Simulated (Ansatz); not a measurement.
The same calculation of C₂H₈OSi₂, SMILES C=C[SiH2]O[SiH3] as a Python script and as an input file (the Ansatz DFT code, driven from Python).

`deck_c2h8osi2.py`
```python
"""Run C2H8OSi2 from an input written out key by key."""

import ansatz as az

deck = {
    "crystal": {
        "periodic": [False, False, False],
        "atoms": [
            {"symbol": "C", "position_ang": [0.0429, 1.9798, -0.978]},
            {"symbol": "C", "position_ang": [0.0394, 0.7939, -1.5243]},
            {"symbol": "Si", "position_ang": [-0.7443, -0.7254, -0.848]},
            {"symbol": "O", "position_ang": [-0.5772, -0.7736, 0.8131]},
            {"symbol": "Si", "position_ang": [0.4609, -1.0522, 1.994]},
            {"symbol": "H", "position_ang": [0.4779, 2.8782, -1.486]},
            {"symbol": "H", "position_ang": [-0.4949, 2.2369, -0.0524]},
            {"symbol": "H", "position_ang": [0.6079, 0.6547, -2.4651]},
            {"symbol": "H", "position_ang": [-0.0025, -1.8894, -1.3465]},
            {"symbol": "H", "position_ang": [-2.1258, -0.7988, -1.2386]},
            {"symbol": "H", "position_ang": [-0.22, -0.9662, 3.354]},
            {"symbol": "H", "position_ang": [1.0802, -2.3826, 1.8654]},
            {"symbol": "H", "position_ang": [1.476, 0.0101, 1.9272]},
        ],
    },
    "basis": {"gaussian": {"orbitals": "def2-SVP"}},
    "hamiltonian": {"xc": "r2scan"},
}
session = az.Session.from_dict(deck)
summary = session.plan(threads=1).execute().report

for key in ("converged", "free_energy_ev", "reference_energy_ev", "n_frozen", "n_occupied", "n_virtual"):
    print(f"{key:22s} {summary[key]}")
symbols = ["C", "C", "Si", "O", "Si", "H", "H", "H", "H", "H", "H", "H", "H"]
field = summary["mean_field"]
print("<S^2> =", round(abs(field["state"]["spin_squared"]), 4), " all-electron relativity setting:", field["relativity"])
print("passes:", field["passes"])
if "symmetry" in field:
    print("occupied orbitals by irrep:", field["symmetry"]["occupied"])
```

```console
$ python deck_c2h8osi2.py
converged              True
free_energy_ev         -19995.57395130394
reference_energy_ev    -19995.57395130394
n_frozen               0
n_occupied             [28, 28]
n_virtual              [90, 90]
<S^2> = 0.0  all-electron relativity setting: none
passes: {'evaluations': 15, 'products': 12}
occupied orbitals by irrep: [{'A': 28}, {'A': 28}]
```

`input.yaml`:
```yaml
crystal:
  periodic: [false, false, false]
  atoms:
    - { symbol: C, position_ang: [0.0429, 1.9798, -0.978] }
    - { symbol: C, position_ang: [0.0394, 0.7939, -1.5243] }
    - { symbol: Si, position_ang: [-0.7443, -0.7254, -0.848] }
    - { symbol: O, position_ang: [-0.5772, -0.7736, 0.8131] }
    - { symbol: Si, position_ang: [0.4609, -1.0522, 1.994] }
    - { symbol: H, position_ang: [0.4779, 2.8782, -1.486] }
    - { symbol: H, position_ang: [-0.4949, 2.2369, -0.0524] }
    - { symbol: H, position_ang: [0.6079, 0.6547, -2.4651] }
    - { symbol: H, position_ang: [-0.0025, -1.8894, -1.3465] }
    - { symbol: H, position_ang: [-2.1258, -0.7988, -1.2386] }
    - { symbol: H, position_ang: [-0.22, -0.9662, 3.354] }
    - { symbol: H, position_ang: [1.0802, -2.3826, 1.8654] }
    - { symbol: H, position_ang: [1.476, 0.0101, 1.9272] }
basis:
  gaussian: { orbitals: def2-SVP }
hamiltonian:
  xc: r2scan
```

On the command line:
```console
$ ansatz run input.yaml --threads 1 --pin off --max-ram 4096MiB --backend cpu --events-out ev --progress --plain --runs-dir out
Engine: ansatz 0.2.0, aarch64-unknown-linux-gnu
Functional definition: r2SCAN
  parameter k0 = 0.174
  parameter k1 = 0.065
  parameter a1 = 4.9479
  exchange = r2scan_x(k0 = k0, k1 = k1, a1 = a1)
  correlation = r2scan_c
1315 factors; their error is unknown
mean field evaluation 1: about -19986.8174 eV, gradient 6.4e1 eV
mean field evaluation 2: about -19970.7711 eV, gradient 1.1e2 eV
mean field evaluation 4: about -19995.5799 eV, gradient 5.9e0 eV
mean field evaluation 8: about -19995.5738 eV, gradient 2.5e-1 eV
mean field evaluation 16: about -19995.5739 eV, gradient 1.7e-5 eV
mean field -19995.57393896 eV, -734.8237887698 hartree, gradient 1.7e-5 eV, S^2 0.000000; 0 other end points of the search recorded, 0 dependent functions left out
reference -19995.57395130 eV, -734.8237892236 hartree; 28, 28 occupied and 90, 90 virtual orbitals, 1315 factors
Total energy: -19995.57395130 eV, -734.8237892236 hartree
```

Caveats:
- The settings weren't tested for convergence.
- The geometry is a force-field or estimated start, not a minimum of this method, and the basis set is short of its limit.
- Hardware and time: 5.9 s on 1 thread of Arm Neoverse V2 (shared host), peak memory 0.21 GiB.
